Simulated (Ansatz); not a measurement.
# Y2Ge3F: the cost of one run

Program: Ansatz 0.2.0. Level of theory: DFT PBE, scalar-relativistic, plane waves, PAW. These are calculated values, not measurements.

2 further runs of the same task are left out: 1 that didn't finish, 1 set aside as unsound or not needed. Runs told in other sessions of the task aren't counted.

### Step 1. Starting point

The structure is tetragonal, space group P-4m2 (No. 115). Conventional cell: a = 3.729 Å, b = 3.729 Å, c = 9.179 Å, α = 90.00°, β = 90.00°, γ = 90.00°. Y (site symmetry 2mm) has 7 Ge at 2.90 to 3.20 Å and 2 F at 2.91 Å in its first shell of neighbours. Around Ge (site symmetry -4m2) lie 4 F at 2.64 Å and 4 Y at 2.91 Å. Ge (site symmetry 2mm) has 4 Ge at 2.85 Å and 5 Y at 2.90 to 3.20 Å in its first shell of neighbours. F (site symmetry -4m2) is surrounded by 4 Ge at 2.64 Å and 4 Y at 2.91 Å.

Structure file:

```cif
data_structure
_symmetry_space_group_name_H-M 'P 1'
_symmetry_Int_Tables_number 1
_cell_length_a 3.7292
_cell_length_b 3.7292
_cell_length_c 9.1791
_cell_angle_alpha 90.000
_cell_angle_beta 90.000
_cell_angle_gamma 90.000
_cell_volume 127.66
loop_
_atom_site_label
_atom_site_type_symbol
_atom_site_fract_x
_atom_site_fract_y
_atom_site_fract_z
_atom_site_occupancy
Y1 Y 0.00000 0.50000 0.75614 1
Y2 Y 0.50000 0.00000 0.24386 1
Ge1 Ge 0.50000 0.50000 0.00000 1
Ge2 Ge 0.00000 0.50000 0.44050 1
Ge3 Ge 0.50000 0.00000 0.55950 1
F1 F 0.00000 0.00000 0.00000 1
```

It is the end of an earlier relaxation with the same method, from a database cell with other species swapped in; it needn't be the stable form of this composition. At a tolerance of 0.05 Å it has space group P-4m2 (No. 115); it has 21.28 Å³/atom, an uncorrected energy of -0.70 eV/atom over the elements.

### Step 2. Static run: bands, density of states and charges

input.yaml reads:

```yaml
crystal:
  lattice:
    - [3.7292370315, 0.0, 0.0]
    - [0.0, 3.7292370315, 0.0]
    - [0.0, 0.0, 9.179090175]
  atoms:
    - { symbol: "Y", position: [0.0, 0.5, 0.7561426691] }
    - { symbol: "Y", position: [0.5, 0.0, 0.2438573309] }
    - { symbol: Ge, position: [0.5, 0.5, 0.0] }
    - { symbol: Ge, position: [0.0, 0.5, 0.4405011485] }
    - { symbol: Ge, position: [0.5, 0.0, 0.5594988515] }
    - { symbol: F, position: [0.0, 0.0, 0.0] }
basis:
  ecutwfc: 420
kpoints:
  mp_grid: { grid: [10, 10, 4] }
  band_path:
    path:
      - [[0.0, 0.0, 0.0], [0.0, 0.5, 0.0], [0.5, 0.5, 0.0], [0.0, 0.0, 0.0], [0.0, 0.0, 0.5], [0.0, 0.5, 0.5], [0.5, 0.5, 0.5], [0.0, 0.0, 0.5]]
      - [[0.0, 0.5, 0.0], [0.0, 0.5, 0.5]]
      - [[0.5, 0.5, 0.0], [0.5, 0.5, 0.5]]
    npoints: 14
hamiltonian:
  xc: pbe
scf:
  occupations: { method: gaussian, width: 0.1 }
  n_extra_bands: 15
output:
  forces: true
  stress: true
  eigenvalues: true
  populations: true
  dos: { projected: true, de: 0.02, nscf_kmesh: { grid: [12, 12, 5] } }
  bader: true
  write_density: true
  write_potential: true
  elf: true
  volumetric_format: npy
```

The run is started by

```bash
$ ansatz run input.yaml --threads 1 --pin off --max-ram 2560MiB --backend cpu --events-out ev --progress --plain --runs-dir out
```

Q: Estimate wall time and peak memory on 1 thread of Intel Xeon 6975P-C (Granite Rapids), shared host.

About 79 s, with a peak of 0.77 GiB.
